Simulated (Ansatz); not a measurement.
Mg6CuC:

```xyz
8
Lattice="3.5179 0.0000 0.0000 0.0000 4.0860 5.0252 0.0000 -4.0860 5.0252" Properties=species:S:1:pos:R:3 pbc="T T T"
Cu    0.0000    0.0000    9.4921
Mg    1.7589    0.0000    1.3669
Mg    1.7589   -2.2850    3.8721
Mg    1.7589    2.2850    3.8721
Mg    0.0000    0.0000    3.8206
Mg    0.0000   -1.4009    6.2683
Mg    0.0000    1.4009    6.2683
C     1.7589    0.0000    5.2412
```

The cell comes from a database or a generator and needn't be the stable form of this composition.

- Program: Ansatz 0.2.0
- Task: single point
- Functional: PBE
- Potentials or basis: Ansatz PAW
- Cutoff: 420 eV (not typed: the program's choice for these potentials)
- k mesh: 8 × 4 × 4
- Occupations: fermi-dirac, width 0.05 eV
- Spin: no spin polarisation

On this cell: pressure 0.0 GPa; largest force 0.120 eV/Å; band gap on the k mesh none (metal or under the smearing width).

The same run follows on a disturbed copy (atoms moved at random, drawn with an rms of 0.05 Å):

```xyz
8
Lattice="3.5179 0.0000 0.0000 0.0000 4.0860 5.0252 0.0000 -4.0860 5.0252" Properties=species:S:1:pos:R:3 pbc="T T T"
Cu    0.0120   -0.0220    9.4462
Mg    1.7529    0.0021    1.4051
Mg    1.7807   -2.2467    3.8733
Mg    1.7547    2.2815    3.8995
Mg    0.0518    0.0023    3.8544
Mg    0.0086   -1.4219    6.2635
Mg   -0.0229    1.3890    6.2691
C     1.8066    0.0309    5.2950
```

Question: What changes?

Answer: The energy (extrapolated to zero smearing) moves by +3.3 meV/atom; pressure 0.0 GPa; largest force 0.263 eV/Å; band gap on the k mesh none (metal or under the smearing width).

Forces in eV/Å, atoms in the order of the input:
```
Cu  -0.048  0.213  0.115
Mg   0.059 -0.010 -0.136
Mg   0.004 -0.138  0.000
Mg   0.128 -0.156 -0.094
Mg  -0.143  0.076 -0.156
Mg   0.022  0.053  0.245
Mg   0.092  0.053  0.240
C   -0.113 -0.092 -0.214
```

Stress tensor (GPa, compression positive):
```
-2.28 -0.04 -0.10
-0.04  1.01  0.23
-0.10  0.23  1.20
```
